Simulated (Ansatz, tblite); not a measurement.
**The cluster Na5H4+: a ladder of methods and basis sets**

An exercise on one series of results from a longer session: the logs are not shown, and one member is left open.

Program: Ansatz 0.2.0, Gaussian basis. Level of theory: as each input shows. These are calculated values, not measurements.

The runs, in order: GFN1-xTB, GFN2-xTB, PBE-D4/def2-TZVP, r2SCAN-D4/def2-TZVP, LC-ωPBE/def2-TZVP, B2PLYP/def2-TZVP, B3LYP-D4/def2-TZVP, LDA/def2-TZVP, BLYP-D4/def2-TZVP, B97M-V/def2-TZVP, HF/def2-TZVP, PBE-D4/def2-SVP, PBE0-D4/def2-SVP, HF/STO-3G, HF/6-31G, B3LYP-D4/6-31G, CCSD(T)/def2-SVP, MP2/def2-TZVP, RPA/def2-TZVP.

1 further run of the same task is left out (set aside as unsound or not needed).

## The geometry

The singlet was relaxed beforehand with r2SCAN-D4/def2-SVP. At that level it is the lowest of the isomers that a small search found.

9 atoms, charge 1, spin multiplicity 1.

Bond lengths: Na1–Na4 3.056 Å, Na1–H7 2.116 Å, Na1–H8 2.115 Å, Na2–Na4 3.055 Å, Na2–H7 2.115 Å, Na2–H9 2.115 Å, Na3–Na4 3.055 Å, Na3–H6 2.114 Å, Na3–H8 2.115 Å, Na4–Na5 3.055 Å, Na4–H6 2.298 Å, Na4–H7 2.299 Å, Na4–H8 2.295 Å, Na4–H9 2.294 Å, Na5–H6 2.114 Å, Na5–H9 2.114 Å. Angles: Na4–Na1–H7 48.7°, Na4–Na1–H8 48.6°, H7–Na1–H8 97.1°, Na4–Na2–H7 48.7°, Na4–Na2–H9 48.6°, H7–Na2–H9 97.1°, Na4–Na3–H6 48.7°, Na4–Na3–H8 48.6°, H6–Na3–H8 97.1°, Na1–Na4–Na2 86.6°, Na1–Na4–Na3 86.6°, Na1–Na4–Na5 151.8°, Na1–Na4–H6 128.1°, Na1–Na4–H7 43.8°, Na1–Na4–H8 43.8°, Na1–Na4–H9 128.1°, Na2–Na4–Na3 151.8°, Na2–Na4–Na5 86.6° and more.

The ion is computed in the gas phase, without counter-ions or solvent.

PBE0-D4/def2-TZVP was run before; its log isn't repeated, and its numbers join the tables.

Set-up of the first run:

Tight binding, by tblite at 300 K electronic temperature and without a spin-polarisation term:

```python
tblite.interface.Calculator('GFN1-xTB', numbers, positions, charge=1, uhf=0).singlepoint()
```

Tight binding, by tblite at 300 K electronic temperature and without a spin-polarisation term:

```python
tblite.interface.Calculator('GFN2-xTB', numbers, positions, charge=1, uhf=0).singlepoint()
```

start.molden holds the orbitals of an earlier run on this state, given as this run's starting guess.

in.yaml reads:

```yaml
crystal:
  periodic: [false, false, false]
  atoms:
    - {symbol: Na, position_ang: [1.631156, -2.434918, -0.482010]}
    - {symbol: Na, position_ang: [1.234660, 0.281788, 2.685955]}
    - {symbol: Na, position_ang: [-1.489594, -0.513903, -2.516237]}
    - {symbol: Na, position_ang: [0.365323, 0.335820, -0.242354]}
    - {symbol: Na, position_ang: [-1.884980, 2.199345, 0.650176]}
    - {symbol: H, position_ang: [-1.634082, 1.060788, -1.113148]}
    - {symbol: H, position_ang: [1.705189, -0.996028, 1.067151]}
    - {symbol: H, position_ang: [0.246451, -1.419027, -1.717191]}
    - {symbol: H, position_ang: [-0.174123, 1.486146, 1.667678]}
basis:
  gaussian: {orbitals: def2-TZVP, initial_orbitals: start.molden}
total_charge: 1
hamiltonian: {xc: pbe, dispersion: d4}
scf: {omitted_lower_state_checks: [starts]}
output: {forces: true, orbitals: {seedname: orbitals}}
```

On the command line:

```
ansatz run in.yaml --threads 4 --pin off --events-out ev --progress --plain --max-ram 3916MiB
```

Steps of the session up to this table: PBE-D4/def2-TZVP; r2SCAN-D4/def2-TZVP; LC-ωPBE/def2-TZVP; B2PLYP/def2-TZVP; B3LYP-D4/def2-TZVP; LDA/def2-TZVP; BLYP-D4/def2-TZVP; B97M-V/def2-TZVP; HF/def2-TZVP; PBE-D4/def2-SVP; PBE0-D4/def2-SVP; HF/STO-3G; HF/6-31G; B3LYP-D4/6-31G; CCSD(T)/def2-SVP; MP2/def2-TZVP; RPA/def2-TZVP.

One table of the session follows, with a row left open; its other results are not shown here.

It belongs to the step «Levels side by side». 

```
              level  HOMO (eV)  gap (eV)
          HF/STO-3G      -6.56     14.95
           HF/6-31G     -11.28      9.32
       HF/def2-TZVP     -11.41      9.39
      LDA/def2-TZVP      -7.81      3.69
    PBE-D4/def2-SVP      -7.65      3.65
   PBE-D4/def2-TZVP      -7.73      3.66
  BLYP-D4/def2-TZVP          ?         ?
r2SCAN-D4/def2-TZVP      -7.87      4.50
   B97M-V/def2-TZVP      -8.07      4.28
     B3LYP-D4/6-31G      -8.56      4.84
 B3LYP-D4/def2-TZVP      -8.65      4.93
   PBE0-D4/def2-SVP      -8.70      5.34
  PBE0-D4/def2-TZVP      -8.77      5.36
  LC-ωPBE/def2-TZVP     -11.37      9.22
```

**Question.** Estimate the row for BLYP-D4/def2-TZVP.

**Answer.** HOMO (eV): -7.66; gap (eV): 3.56. In the column «HOMO (eV)» it lies between PBE-D4/def2-TZVP (-7.73) and PBE-D4/def2-SVP (-7.65).
